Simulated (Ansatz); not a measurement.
## Na3La, space group P6_3/mmc: a projected density of states, step by step

Program: the Python package of Ansatz (0.2.0).

Interactive session:
```pycon
>>> import ansatz as az
>>> import matplotlib.pyplot as plt
>>> import numpy as np
>>> FUNCTIONAL = "pbesol"
>>> CUTOFF_EV = 420
>>> K_SPACING = 0.29
>>> SMEARING_WIDTH = 0.1
>>> N_EMPTY = 22
>>> lattice = az.Lattice.of(
...     (7.53837, 0.0, 0.0),
...     (-3.76919, 6.52842, 0.0),
...     (0.0, 0.0, 5.89732),
... )
>>> sites = [
...     ("Na", (0.16019, 0.32037, 0.25)),
...     ("Na", (0.16019, 0.83981, 0.25)),
...     ("Na", (0.67963, 0.83981, 0.25)),
...     ("Na", (0.83981, 0.67963, 0.75)),
...     ("Na", (0.83981, 0.16019, 0.75)),
...     ("Na", (0.32037, 0.16019, 0.75)),
...     ("La", (1 / 3, 2 / 3, 0.75)),
...     ("La", (2 / 3, 1 / 3, 0.25)),
... ]
>>> na3la = az.Crystal(lattice=lattice)
>>> for symbol, position in sites:
...     na3la = na3la.atom(symbol, position)
...
>>> [site.symbol for site in na3la.resolved().sites]
['Na', 'Na', 'Na', 'Na', 'Na', 'Na', 'La', 'La']
>>> calc = na3la.calculation()
>>> calc = calc.functional(FUNCTIONAL)
>>> calc = calc.basis(CUTOFF_EV).kpoints(spacing=K_SPACING)
>>> calc = calc.occupations(az.OccupationsMethod.FERMI_DIRAC, width=SMEARING_WIDTH)
>>> calc = calc.scf(extra_bands=N_EMPTY).density_of_states(projected=True, energy_step=0.05)
>>> def show(event):
...     row = event["data"]
...     if event["event"] == "scf_iter" and row.get("harris_foulkes_ev") is not None:
...         print(f"  iteration {row['iter']:3d}  Harris-Foulkes {row['harris_foulkes_ev']:.5f} eV  residual {row['dr2_ev']:.2e}")
...
>>> out = calc.session().plan().execute(on_event=show)
DeckWarning: the atoms were moved onto the symmetric positions of the space group found under crystal.symmetry.tolerance 1.0e-5 (fractional; no operation is sought that the atoms, as they stand in a round, miss by more than twice it, and no atom is moved by as much as it), and the run uses the moved positions. Before [...]
  iteration   1  Harris-Foulkes -21175.33242 eV  residual 3.70e-02
  iteration   2  Harris-Foulkes -21175.32498 eV  residual 1.75e-02
  iteration   3  Harris-Foulkes -21175.32153 eV  residual 3.75e-03
  iteration   4  Harris-Foulkes -21175.32067 eV  residual 2.95e-04
  iteration   5  Harris-Foulkes -21175.32061 eV  residual 2.33e-05
  iteration   6  Harris-Foulkes -21175.32055 eV  residual 1.20e-06
  iteration   7  Harris-Foulkes -21175.32055 eV  residual 1.10e-07
  iteration   8  Harris-Foulkes -21175.32055 eV  residual 5.85e-09
>>> rep = out.report
>>> rep["published_state_doubts"]
[]
>>> dos = out.density_of_states()
>>> energy = np.asarray(dos.energies_ev) - dos.fermi_ev
>>> curves = {}
>>> for site in out.projected_density_of_states().sites:
...     for shell in site.shells:
...         weight = sum(np.sum(curve.g_bin_mean_per_ev, axis=0) for curve in shell.curves)
...         name = f"{site.species} {shell.label}"
...         curves[name] = curves.get(name, 0) + weight
...
>>> window = (energy > -10) & (energy < 4)
>>> fig, ax = plt.subplots(figsize=(5.5, 3.5))
>>> for name, g in curves.items():
...     if g[window].max() > 0.05:
...         ax.plot(energy[window], g[window], label=name, lw=1)
...         print(f"{name:8s} peak {g[window].max():7.3f} states/eV at {energy[window][g[window].argmax()]:6.2f} eV")
...
[<matplotlib.lines.Line2D object at 0x...>]
Na 3S    peak   4.909 states/eV at  -0.40 eV
[<matplotlib.lines.Line2D object at 0x...>]
La 6S    peak   2.808 states/eV at   1.65 eV
[<matplotlib.lines.Line2D object at 0x...>]
La 5P    peak   0.071 states/eV at  -0.40 eV
[<matplotlib.lines.Line2D object at 0x...>]
La 5D    peak  14.097 states/eV at   1.20 eV
[<matplotlib.lines.Line2D object at 0x...>]
La 4F    peak 202.265 states/eV at   0.70 eV
>>> ax.set(xlabel="E - E_F (eV)", ylabel="states/eV")
[Text(0.5, 0, 'E - E_F (eV)'), Text(0, 0.5, 'states/eV')]
>>> ax.legend(fontsize=7)
<matplotlib.legend.Legend object at 0x...>
>>> fig.tight_layout()
>>> fig.savefig("pdos.png", dpi=100)
```

Caveats:
- Absolute energies stand on the zero of these potentials, so only differences at equal settings mean something. A total without «per atom» is that of the whole cell that was run.
- The mesh is modest for a metal, so energies can be off by several to tens of meV an atom and pressures by half a GPa or more; differences at equal mesh fare better.
- Peaks are the largest values inside the energy window taken; deeper bands lie outside it.
- The structure comes from a database of computed cells and needn't be a stable or known phase.
- Warnings are shown shortened and without file and line.
- Curves are summed over the cell's atoms. Only shells that the potentials hold have channels, so projections don't add up to the total, least of all where a shell is missing (p of most metals); heights and places of peaks move with the mesh.
- The computed bands are complete only to about 1.5 eV above the Fermi level; beyond that the density of states is undercounted.
- Finished in 14 s on 1 thread of Arm Neoverse V1, with other jobs on the host, peak memory 0.63 GiB.
